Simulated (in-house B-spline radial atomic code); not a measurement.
# Mo²⁺: a fraction of an electron removed from 4d, part 2 of 2

The exact energy is linear between whole electron numbers. How far does exchange-only LDA stray from that for Mo²⁺, with charge removed from 4d step by step?

Calculated with an in-house B-spline radial atomic code; scalar-relativistic (X2C) exchange-only LDA, spin-polarised. The exact energy is linear between whole electron numbers. How far does exchange-only LDA stray from that for Mo²⁺, with charge removed from 4d step by step? The steps go on from the part before.

## 8. 0.56 electron removed from 4d

Settings of the run:

```ini
Z = 42
electrons = 39.44
configuration = [Kr] 4d3.44
hamiltonian = x2c
method = lda,
spin_polarised = True
nucleus = fermi
rms_radius = 4.4091
mass_number = 98
atomic_mass = 97.905403609
speed_of_light = 137.035999084
```

Results of the run:

```text
status: converged
scf [iteration, energy, orbital gradient]:
  - [1, -4033.06748138, 0.394]
  - [2, -4035.75982277, 0.274]
  - [3, -4038.40600753, 0.0554]
  - [4, -4038.50101002, 0.0109]
  - [5, -4038.50566744, 0.00728]
  - [6, -4038.50685221, 0.00138]
  - [7, -4038.50690936, 0.000568]
  - [8, -4038.50691798, 3.13e-05]
  - [9, -4038.506918, 2.34e-06]
  - [10, -4038.506918, 9.83e-08]
energy [hartree]: {"total": -4038.506918, "kinetic": 4188.94209844, "nuclear": -9732.01471382, "coulomb": 1619.94715008, "xc": -115.381452697}
orbitals [hartree, bohr; first row names the columns]:
  - ["name", "occ", "eps", "<r>"]
  - ["1s up", 1.0, -727.17824, 0.034712]
  - ["1s down", 1.0, -727.17862, 0.034712]
  - ["2s up", 1.0, -103.51007, 0.15352]
  - ["2s down", 1.0, -103.4944, 0.15351]
  - ["2p up", 3.0, -92.727714, 0.13384]
  - ["2p down", 3.0, -92.715682, 0.13383]
  - ["3s up", 1.0, -18.344008, 0.42974]
  - ["3s down", 1.0, -18.33253, 0.42965]
  - ["3p up", 3.0, -14.808181, 0.43123]
  - ["3p down", 3.0, -14.795611, 0.43108]
  - ["3d up", 5.0, -9.0247252, 0.41585]
  - ["3d down", 5.0, -9.0076656, 0.41554]
  - ["4s up", 1.0, -3.2914364, 1.1031]
  - ["4s down", 1.0, -3.1968688, 1.096]
  - ["4p up", 3.0, -2.3388565, 1.2239]
  - ["4p down", 3.0, -2.2348766, 1.2142]
  - ["4d up", 3.44, -1.0085365, 1.669]
sum_r [bohr^k]: {"-1": 234.8896, "1": 24.03777, "2": 28.24532}
energy_minus_base [hartree]: 0.497632977
```

Wall time 0.12 s (1 thread, shared host).

## 9. 0.73 electron removed from 4d

The settings differ from step 8 so:

```diff
@@ -1,4 +1,4 @@
 Z = 42
-electrons = 39.44
-configuration = [Kr] 4d3.44
+electrons = 39.27
+configuration = [Kr] 4d3.27
 hamiltonian = x2c
```

Results of the run:

```text
status: converged
scf [iteration, energy, orbital gradient]:
  - [1, -4032.7728877, 0.416]
  - [2, -4035.64134539, 0.276]
  - [3, -4038.22716789, 0.0577]
  - [4, -4038.32309141, 0.0115]
  - [5, -4038.32781181, 0.00763]
  - [6, -4038.32903841, 0.00151]
  - [7, -4038.32909575, 0.000482]
  - [8, -4038.32910157, 2.96e-05]
  - [9, -4038.32910158, 2.16e-06]
  - [10, -4038.32910158, 7.93e-08]
energy [hartree]: {"total": -4038.32910159, "kinetic": 4188.76863206, "nuclear": -9728.25107052, "coulomb": 1616.45700872, "xc": -115.303671851}
orbitals [hartree, bohr; first row names the columns]:
  - ["name", "occ", "eps", "<r>"]
  - ["1s up", 1.0, -727.26834, 0.034712]
  - ["1s down", 1.0, -727.26871, 0.034712]
  - ["2s up", 1.0, -103.60113, 0.15352]
  - ["2s down", 1.0, -103.58588, 0.15351]
  - ["2p up", 3.0, -92.818746, 0.13384]
  - ["2p down", 3.0, -92.807027, 0.13383]
  - ["3s up", 1.0, -18.434001, 0.42973]
  - ["3s down", 1.0, -18.422819, 0.42964]
  - ["3p up", 3.0, -14.898153, 0.43122]
  - ["3p down", 3.0, -14.885907, 0.43107]
  - ["3d up", 5.0, -9.1147958, 0.41582]
  - ["3d down", 5.0, -9.0981807, 0.41552]
  - ["4s up", 1.0, -3.3760744, 1.1017]
  - ["4s down", 1.0, -3.2842681, 1.095]
  - ["4p up", 3.0, -2.4216443, 1.2211]
  - ["4p down", 3.0, -2.3208516, 1.2119]
  - ["4d up", 3.27, -1.0836544, 1.6498]
sum_r [bohr^k]: {"-1": 234.8, "1": 23.67284, "2": 27.36047}
energy_minus_base [hartree]: 0.675449389
```

It took 0.12 s on 1 thread, shared host.

## 10. 0.78 electron removed from 4d

The settings differ from step 9 so:

```diff
@@ -1,4 +1,4 @@
 Z = 42
-electrons = 39.27
-configuration = [Kr] 4d3.27
+electrons = 39.22
+configuration = [Kr] 4d3.22
 hamiltonian = x2c
```

Results of the run:

```text
status: converged
scf [iteration, energy, orbital gradient]:
  - [1, -4032.68555801, 0.423]
  - [2, -4035.60498618, 0.277]
  - [3, -4038.17218651, 0.0583]
  - [4, -4038.26831492, 0.0117]
  - [5, -4038.2730608, 0.00772]
  - [6, -4038.2742982, 0.00154]
  - [7, -4038.27435523, 0.000458]
  - [8, -4038.2743604, 2.91e-05]
  - [9, -4038.27436041, 2.11e-06]
  - [10, -4038.27436041, 7.43e-08]
energy [hartree]: {"total": -4038.27436041, "kinetic": 4188.71522165, "nuclear": -9727.12757797, "coulomb": 1615.41843503, "xc": -115.280439127}
orbitals [hartree, bohr; first row names the columns]:
  - ["name", "occ", "eps", "<r>"]
  - ["1s up", 1.0, -727.29525, 0.034712]
  - ["1s down", 1.0, -727.29561, 0.034712]
  - ["2s up", 1.0, -103.62833, 0.15352]
  - ["2s down", 1.0, -103.6132, 0.15351]
  - ["2p up", 3.0, -92.845929, 0.13384]
  - ["2p down", 3.0, -92.834308, 0.13383]
  - ["3s up", 1.0, -18.460855, 0.42973]
  - ["3s down", 1.0, -18.449766, 0.42964]
  - ["3p up", 3.0, -14.925001, 0.43122]
  - ["3p down", 3.0, -14.912856, 0.43107]
  - ["3d up", 5.0, -9.1416742, 0.41581]
  - ["3d down", 5.0, -9.1251972, 0.41551]
  - ["4s up", 1.0, -3.4012636, 1.1013]
  - ["4s down", 1.0, -3.3103046, 1.0946]
  - ["4p up", 3.0, -2.4462722, 1.2202]
  - ["4p down", 3.0, -2.3464527, 1.2112]
  - ["4d up", 3.22, -1.1060111, 1.6443]
sum_r [bohr^k]: {"-1": 234.7732, "1": 23.56714, "2": 27.10838}
energy_minus_base [hartree]: 0.730190566
```

It took 0.11 s on 1 thread, shared host.

## 11. 0.9 electron removed from 4d

The settings differ from step 10 so:

```diff
@@ -1,4 +1,4 @@
 Z = 42
-electrons = 39.22
-configuration = [Kr] 4d3.22
+electrons = 39.1
+configuration = [Kr] 4d3.1
 hamiltonian = x2c
```

Results of the run:

```text
status: converged
scf [iteration, energy, orbital gradient]:
  - [1, -4032.49128295, 0.436]
  - [2, -4035.51962947, 0.277]
  - [3, -4038.03618369, 0.0596]
  - [4, -4038.1322945, 0.012]
  - [5, -4038.13708532, 0.00789]
  - [6, -4038.13833845, 0.00161]
  - [7, -4038.13839399, 0.000404]
  - [8, -4038.13839781, 2.78e-05]
  - [9, -4038.13839782, 1.97e-06]
  - [10, -4038.13839782, 6.36e-08]
energy [hartree]: {"total": -4038.13839782, "kinetic": 4188.58254706, "nuclear": -9724.40102878, "coulomb": 1612.90412647, "xc": -115.224042564}
orbitals [hartree, bohr; first row names the columns]:
  - ["name", "occ", "eps", "<r>"]
  - ["1s up", 1.0, -727.36054, 0.034712]
  - ["1s down", 1.0, -727.36089, 0.034712]
  - ["2s up", 1.0, -103.69434, 0.15352]
  - ["2s down", 1.0, -103.67953, 0.15351]
  - ["2p up", 3.0, -92.911915, 0.13384]
  - ["2p down", 3.0, -92.900538, 0.13383]
  - ["3s up", 1.0, -18.526007, 0.42972]
  - ["3s down", 1.0, -18.515149, 0.42963]
  - ["3p up", 3.0, -14.990137, 0.4312]
  - ["3p down", 3.0, -14.978244, 0.43106]
  - ["3d up", 5.0, -9.2068867, 0.41579]
  - ["3d down", 5.0, -9.190755, 0.41549]
  - ["4s up", 1.0, -3.4622507, 1.1003]
  - ["4s down", 1.0, -3.3733903, 1.0939]
  - ["4p up", 3.0, -2.5058811, 1.2181]
  - ["4p down", 3.0, -2.4084635, 1.2095]
  - ["4d up", 3.1, -1.1601431, 1.6314]
sum_r [bohr^k]: {"-1": 234.7083, "1": 23.31635, "2": 26.51755}
energy_minus_base [hartree]: 0.866153154
```

It took 0.11 s on 1 thread, shared host.

## 12. 1 electron removed from 4d

The settings differ from step 11 so:

```diff
@@ -1,4 +1,4 @@
 Z = 42
-electrons = 39.1
-configuration = [Kr] 4d3.1
+electrons = 39.0
+configuration = [Kr] 4d3
 hamiltonian = x2c
```

Results of the run:

```text
status: converged
scf [iteration, energy, orbital gradient]:
  - [1, -4032.33671269, 0.446]
  - [2, -4035.44725349, 0.278]
  - [3, -4037.91818481, 0.0604]
  - [4, -4038.01396707, 0.0123]
  - [5, -4038.01879057, 0.008]
  - [6, -4038.02004994, 0.00166]
  - [7, -4038.02010372, 0.000362]
  - [8, -4038.02010666, 2.65e-05]
  - [9, -4038.02010667, 1.86e-06]
  - [10, -4038.02010667, 5.59e-08]
energy [hartree]: {"total": -4038.02010667, "kinetic": 4188.46709661, "nuclear": -9722.09678201, "coulomb": 1610.78595463, "xc": -115.176375903}
orbitals [hartree, bohr; first row names the columns]:
  - ["name", "occ", "eps", "<r>"]
  - ["1s up", 1.0, -727.41573, 0.034712]
  - ["1s down", 1.0, -727.41607, 0.034712]
  - ["2s up", 1.0, -103.75014, 0.15352]
  - ["2s down", 1.0, -103.73561, 0.15351]
  - ["2p up", 3.0, -92.967699, 0.13384]
  - ["2p down", 3.0, -92.956535, 0.13383]
  - ["3s up", 1.0, -18.581048, 0.42971]
  - ["3s down", 1.0, -18.570392, 0.42963]
  - ["3p up", 3.0, -15.045163, 0.43119]
  - ["3p down", 3.0, -15.033491, 0.43105]
  - ["3d up", 5.0, -9.2619793, 0.41577]
  - ["3d down", 5.0, -9.2461503, 0.41548]
  - ["4s up", 1.0, -3.5136354, 1.0995]
  - ["4s down", 1.0, -3.4265945, 1.0932]
  - ["4p up", 3.0, -2.5560847, 1.2163]
  - ["4p down", 3.0, -2.4607401, 1.208]
  - ["4d up", 3.0, -1.2057566, 1.621]
sum_r [bohr^k]: {"-1": 234.6535, "1": 23.11036, "2": 26.03973}
energy_minus_base [hartree]: 0.984444309
```

Run time: 0.11 s. Hardware: 1 thread, shared host.

## 13. The energy along the path

What follows sums up all 2 parts.

| fraction | energy change (eV) | less the straight line (eV) | level 4d up (eV) | sum of <r²> (bohr²) |
| --- | --- | --- | --- | --- |
| 0 | 0.0000 | 0.0000 | -20.993 | 31.517 |
| 0.01 | 0.2105 | -0.0574 | -21.104 | 31.453 |
| 0.13 | 2.8235 | -0.6589 | -22.450 | 30.702 |
| 0.28 | 6.3190 | -1.1817 | -24.162 | 29.806 |
| 0.49 | 11.6493 | -1.4768 | -26.613 | 28.623 |
| 0.5 | 11.9161 | -1.4780 | -26.731 | 28.568 |
| 0.56 | 13.5413 | -1.4600 | -27.444 | 28.245 |
| 0.73 | 18.3799 | -1.1754 | -29.488 | 27.360 |
| 0.78 | 19.8695 | -1.0252 | -30.096 | 27.108 |
| 0.9 | 23.5692 | -0.5401 | -31.569 | 26.518 |
| 1 | 26.7881 | 0.0000 | -32.810 | 26.040 |

From fraction 0 to 1 the energy changes by 26.788 eV. It sags under the straight line by up to 1.48 eV (at 0.5); exact theory is straight between whole electron numbers, so this convex bend is an error (delocalisation) that favours fractional charges. Slater's transition state, the slope from the orbital energy at fraction 0.5 (Janak's theorem), gives 26.731 eV for the whole step. The tabulated ionisation energy is 27.13 ± 0.12 eV (semi-empirical; NIST Atomic Spectra Database), so the whole step is off by -0.34 eV, and minus the highest level at fraction 0 (20.993 eV) by -6.14 eV. Spin-orbit coupling is left out. Open shells are averaged (over orientations, and over spins where the run is restricted), while tables refer to the lowest levels.
